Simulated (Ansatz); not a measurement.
# MnS: the cost of one run

Program: Ansatz 0.2.0. Level of theory: DFT r2SCAN, scalar-relativistic, plane waves, PAW. These are calculated values, not measurements.

The COD entry's cell or inner coordinates are ideal or old and differ from later refinements, so a difference from it is no clean test against experiment.

## 1. The structure to begin with

The structure is cubic, space group Fm-3m (No. 225). The conventional cell has a = 5.209 Å, b = 5.209 Å, c = 5.209 Å, α = 90.00°, β = 90.00°, γ = 90.00°. Around Mn (site symmetry m-3m) lie 6 S at 2.60 Å. S (site symmetry m-3m) is surrounded by 6 Mn at 2.60 Å.

Coordinates:

```
Mn S
1.0
     0.00000    2.60450    2.60450
     2.60450    0.00000    2.60450
     2.60450    2.60450    0.00000
Mn S
1 1
Direct
  0.00000 0.00000 0.00000
  0.50000 0.50000 0.50000
```

Source of the structure: the Crystallography Open Database.

(A quick probe on a coarse mesh, which set the mesh and smearing, is not shown.)

## 3. Full relaxation

input.yaml

```yaml
crystal:
  lattice:
    - [0.0, 2.6045, 2.6045]
    - [2.6045, 0.0, 2.6045]
    - [2.6045, 2.6045, 0.0]
  atoms:
    - { symbol: Mn, position: [0.0, 0.0, 0.0], spin: 4.89 }
    - { symbol: S, position: [0.5, 0.5, 0.5], spin: 0.2 }
basis:
  ecutwfc: 500
kpoints:
  mp_grid: { grid: [14, 14, 14] }
hamiltonian:
  xc: r2scan
scf:
  occupations: { method: gaussian, width: 0.1 }
output:
  forces: true
  stress: true
  eigenvalues: true
  populations: true
  write_density: true
  write_potential: true
  elf: true
  volumetric_format: npy
magnetization:
  spin_polarized: true
relax:
  adjacent_minimum: "off"
  f_tol: 0.005
  max_steps: 80
  cell: { stress_tol: 0.05 }
```

The run is started by

```bash
> ansatz run input.yaml --threads 2 --pin off --max-ram 5120MiB --backend cpu --events-out ev --progress --plain --runs-dir out
```

What time and memory should one allow on 2 threads of Intel Xeon at 2.10GHz (Emerald Rapids), shared host?

About 75 s, with a peak of 0.57 GiB.
